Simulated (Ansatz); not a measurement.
Predict the output of the script below (Ansatz 0.2.0, Python API).

The script, `bh7osi2_ip.py`:
```python
'''Vertical ionisation energy and electron affinity of BH7OSi2.'''

import ansatz as az

BASIS_SET = 'def2-SVPD'
FUNCTIONAL = 'R2SCAN0'


def energy(molecule, charge=0, unpaired=0):
    calc = molecule.calculation().basis(gaussian=BASIS_SET).functional(FUNCTIONAL)
    if charge:
        calc = calc.charge(charge)
    if unpaired:
        calc = calc.spin('collinear', total=unpaired)
    report = calc.run().report
    if report['published_state_doubts']:
        print('  doubts:', report['published_state_doubts'])
    return report['free_energy_ev']

geometry_ang = [
    ('O', (-1.8401, 1.1793, 0.5599)),
    ('Si', (-0.2901, 1.0484, 1.1382)),
    ('B', (0.3885, -0.6731, 0.5929)),
    ('Si', (0.6516, -1.1073, -1.2782)),
    ('H', (-1.7828, 1.3269, -0.4483)),
    ('H', (-0.2944, 1.1576, 2.6052)),
    ('H', (0.5884, 2.1202, 0.5901)),
    ('H', (0.797, -1.4367, 1.4209)),
    ('H', (0.1025, 0.0268, -2.0454)),
    ('H', (1.9883, -1.3895, -1.5724)),
    ('H', (-0.2435, -2.3096, -1.5422)),
]
geometry = az.Crystal.molecule()
for symbol, xyz in geometry_ang:
    geometry = geometry.atom(symbol, xyz)

# total-energy differences at one geometry
parent = energy(geometry, 0, 0)
cation = energy(geometry, 1, 1)
print(f'E(N)   = {parent:.5f} eV')
print(f'E(N-1) = {cation:.5f} eV  (1 unpaired)')
print(f'vertical ionisation energy {cation - parent:.3f} eV')
anion = energy(geometry, -1, 1)
print(f'E(N+1) = {anion:.5f} eV  (1 unpaired)')
print(f'vertical electron affinity {parent - anion:.3f} eV' + ('' if anion < parent else ' (unbound in this basis)'))
print(f'fundamental gap IP - EA = {cation + anion - 2 * parent:.3f} eV')
```

```console
$ python bh7osi2_ip.py
E(N)   = -18581.32513 eV
E(N-1) = -18571.67641 eV  (1 unpaired)
vertical ionisation energy 9.649 eV
E(N+1) = -18582.68868 eV  (1 unpaired)
vertical electron affinity 1.364 eV
fundamental gap IP - EA = 8.285 eV
```

At this unrelaxed geometry removing an electron costs 9.65 eV and adding one releases 1.36 eV.

Reading the output:
- Total energies depend on the basis set; only differences at equal settings carry meaning.
- The geometry is a force-field or estimated start, not a minimum of this method, and the basis set is short of its limit. All parts are taken at fixed geometry, without zero-point energy. At an unrelaxed start these energies can be a whole eV from those at the minimum, and a small affinity can change sign.
- Timing: 74 s on 1 thread of Arm Neoverse V1 (shared host), peak memory 0.52 GiB.
